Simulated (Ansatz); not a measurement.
**Ni: stress in a strained cell**

Ni is deformed so: equal xx and yy strain of -2 %. What stress and forces result, by LAPW, PAW and all-electron datasets made for the crystal?

Method: DFT LDA, scalar-relativistic, in Ansatz 0.2.0.

**1. The starting structure**

Symmetry: Fm-3m, No. 225, cubic system. The conventional cell has a = 3.536 Å, b = 3.536 Å, c = 3.536 Å, α = 90.00°, β = 90.00°, γ = 90.00°. Around Ni (site symmetry m-3m) lie 12 Ni at 2.50 Å.

Coordinates:

```cif
data_structure
_symmetry_space_group_name_H-M 'Fm-3m'
_symmetry_Int_Tables_number 225
_cell_length_a 3.5359
_cell_length_b 3.5359
_cell_length_c 3.5359
_cell_angle_alpha 90.000
_cell_angle_beta 90.000
_cell_angle_gamma 90.000
_cell_volume 44.21
loop_
_atom_site_label
_atom_site_type_symbol
_atom_site_symmetry_multiplicity
_atom_site_Wyckoff_symbol
_atom_site_fract_x
_atom_site_fract_y
_atom_site_fract_z
_atom_site_occupancy
Ni1 Ni 4 a 0.00000 0.00000 0.00000 1
```

The file gives the conventional cell by its symmetry; the runs use the cell typed in the input.

**2. The deformed structure**

Space group Fm-3m before, I4/mmm after.

**3. All-electron LAPW**

Input file input.yaml:

```yaml
crystal:
  lattice:
    - [0.0, 1.732591, 1.76795]
    - [1.732591, 0.0, 1.76795]
    - [1.732591, 1.732591, 0.0]
  atoms:
    - { symbol: Ni, position: [0.0, 0.0, 0.0], spin: 1.5 }
magnetization:
  spin_polarized: true
kpoints:
  mp_grid: { grid: [20, 20, 20] }
  band_path:
    path:
      - [0.0, 0.0, 0.0]
      - [0.0, 0.5, 0.5]
      - [0.25, 0.75, 0.5]
      - [0.0, 0.5, 0.0]
      - [0.0, 0.0, 0.0]
      - [0.5, 0.5, 0.0]
      - [0.37005, 0.62995, 0.0]
      - [-0.37005, 0.37005, 0.0]
      - [0.0, 0.0, 0.0]
    npoints: 5
scf:
  occupations: { method: fermi_dirac, width: 0.05 }
hamiltonian:
  xc: lda
  pseudopotentials: { kind: all_electron, lapw: { basis_error: 0.00025 } }
output:
  forces: true
  stress: true
  eigenvalues: true
```

Run with:

```sh
$ ansatz run input.yaml --threads 1 --pin off --max-ram 3072MiB --backend cpu --events-out ev --progress --plain --runs-dir out
```

**4. PAW on the default files**

Input file input.yaml:

```yaml
crystal:
  lattice:
    - [0.0, 1.732591, 1.76795]
    - [1.732591, 0.0, 1.76795]
    - [1.732591, 1.732591, 0.0]
  atoms:
    - { symbol: Ni, position: [0.0, 0.0, 0.0], spin: 1.5 }
magnetization:
  spin_polarized: true
kpoints:
  mp_grid: { grid: [20, 20, 20] }
scf:
  occupations: { method: fermi_dirac, width: 0.05 }
hamiltonian:
  xc: lda
  pseudopotentials: { kind: paw }
output:
  forces: true
  stress: true
  eigenvalues: true
  efg: { contact_densities: true }
  write_density: true
  write_potential: true
  elf: true
  volumetric_format: npy
```

**5. All-electron PAW on datasets made for the crystal**

input.yaml, as its differences from that of step 4:

```diff
@@ -15,3 +15,3 @@
   xc: lda
-  pseudopotentials: { kind: paw }
+  pseudopotentials: { kind: all_electron, datasets: crystal }
 output:
@@ -21,5 +21 @@
   efg: { contact_densities: true }
-  write_density: true
-  write_potential: true
-  elf: true
-  volumetric_format: npy
```

(Steps that only read results are left out.)

**Question.** What will these runs give? Wanted: pressure; largest shear or deviatoric stress.

As calculated:

```
                                 quantity                                                 value
                                 pressure  LAPW -12.50, PAW -12.42, crystal datasets -12.50 GPa
largest shear or deviatoric stress (LAPW)                                              1.75 GPa
```

In words: The largest part of the stress beyond the pressure is 1.75 GPa in size, in the zz component. No run of the undeformed cell stands beside it, so the pressure holds what the given cell had before the change. PAW: stress within 0.08 GPa of LAPW. Crystal datasets: stress within 0.01 GPa of LAPW. Other magnetic orders may lie lower; this is the state that the run reached.
